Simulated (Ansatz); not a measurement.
# Ga2Br2F4: a ladder of functionals and wavefunction methods

The task here is to estimate one member of a computed series from the others.

Program: Ansatz 0.2.0, Gaussian basis. Level of theory: functionals in def2-TZVPP, the program's frozen cores in correlated methods. These are calculated values, not measurements.

Plan: LDA (SPW92), PBE-D4, revPBE-D4, BLYP-D4, r2SCAN-D4, B97M-V, PBE0-D4, B3LYP-D4, r2SCANh-D4, r2SCAN0-D4, HSE06-D4, BHLYP-D4, CAM-B3LYP-D4, LC-ωPBE, ωB97X-V, ωB97M-V, B2PLYP, PBE-QIDH; CCSD(T)/def2-SVP; MP2/def2-TZVPP; MP2/def2-QZVPP; RPA on PBE.

### Structure used throughout

All runs share one geometry, relaxed beforehand with PBE0-D4 in a triple-zeta def2 set.

SMILES `[F][Ga-]1([F])[Br+][Ga-]([F])([F])[Br+]1`, 8 atoms, charge 0, spin multiplicity 1.

Atoms are counted from 1 here; the program's logs count them from 0.

Bond lengths: F1–Ga2 1.735 Å, Ga2–F3 1.735 Å, Ga2–Br4 2.440 Å, Ga2–Br8 2.440 Å, Br4–Ga5 2.440 Å, Ga5–F6 1.735 Å, Ga5–F7 1.735 Å, Ga5–Br8 2.440 Å. Angles: F1–Ga2–F3 121.2°, F1–Ga2–Br4 109.3°, F1–Ga2–Br8 109.3°, F3–Ga2–Br4 109.3°, F3–Ga2–Br8 109.3°, Br4–Ga2–Br8 95.2°, Ga2–Br4–Ga5 84.8°, Br4–Ga5–F6 109.3°, Br4–Ga5–F7 109.3°, Br4–Ga5–Br8 95.2°, F6–Ga5–F7 121.2°, F6–Ga5–Br8 109.3°, F7–Ga5–Br8 109.4°, Ga2–Br8–Ga5 84.8°.

Set-up of the first run:

in.yaml

```yaml
crystal:
  periodic: [false, false, false]
  atoms:
    - {symbol: F, position_ang: [2.606588, -0.919760, 0.942112]}
    - {symbol: Ga, position_ang: [0.939471, -1.224232, 0.571682]}
    - {symbol: F, position_ang: [0.243761, -2.797800, 0.793193]}
    - {symbol: Br, position_ang: [0.456425, -0.437759, -1.687515]}
    - {symbol: Ga, position_ang: [-0.939415, 1.224279, -0.571673]}
    - {symbol: F, position_ang: [-2.606154, 0.916097, -0.940732]}
    - {symbol: F, position_ang: [-0.247118, 2.799129, -0.794768]}
    - {symbol: Br, position_ang: [-0.453558, 0.440047, 1.687700]}
basis:
  gaussian: {orbitals: def2-TZVPP}
hamiltonian: {xc: lda}
output: {orbitals: {seedname: orbitals}}
```

On the command line:

```sh
> ansatz run in.yaml --threads 4 --pin off --events-out ev --progress --plain --max-ram 11315MiB
```

Steps of the session up to this table: LDA; PBE-D4 (GGA); revPBE-D4 (GGA); BLYP-D4 (GGA); r2SCAN-D4 (meta-GGA); B97M-V (meta-GGA); PBE0-D4 (hybrid); B3LYP-D4 (hybrid); r2SCANh-D4 (hybrid); r2SCAN0-D4 (hybrid); HSE06-D4 (hybrid); BHLYP-D4 (hybrid); CAM-B3LYP-D4 (range-separated); LC-ωPBE (range-separated); ωB97X-V (range-separated); ωB97M-V (range-separated); B2PLYP (double hybrid); PBE-QIDH (double hybrid).

One table of the session follows, with a row left open; its other results are not shown here.

It belongs to the step «Frontier levels by functional». 

```
  functional  HOMO (eV)  LUMO (eV)  gap (eV)
 LDA (SPW92)      -9.00      -3.61      5.39
      PBE-D4      -8.80      -3.23      5.57
   revPBE-D4      -8.73      -3.09      5.64
     BLYP-D4      -8.62      -3.17      5.45
   r2SCAN-D4      -9.23      -3.02      6.20
      B97M-V      -9.30      -2.96      6.34
     PBE0-D4     -10.27      -2.31      7.95
    B3LYP-D4      -9.96      -2.62      7.34
  r2SCANh-D4      -9.76      -2.69      7.07
  r2SCAN0-D4     -10.54      -2.18      8.36
    HSE06-D4          ?          ?         ?
    BHLYP-D4     -11.51      -1.31     10.20
CAM-B3LYP-D4     -11.62      -1.30     10.32
     LC-ωPBE     -13.05      -0.06     12.99
     ωB97X-V     -12.67      -0.10     12.57
     ωB97M-V     -12.52      -0.24     12.27
```

Estimate the missing values for HSE06-D4.

The run gave: HOMO (eV): -9.86; LUMO (eV): -2.68; gap (eV): 7.18. In the column «HOMO (eV)» it lies between B3LYP-D4 (-9.96) and r2SCANh-D4 (-9.76).
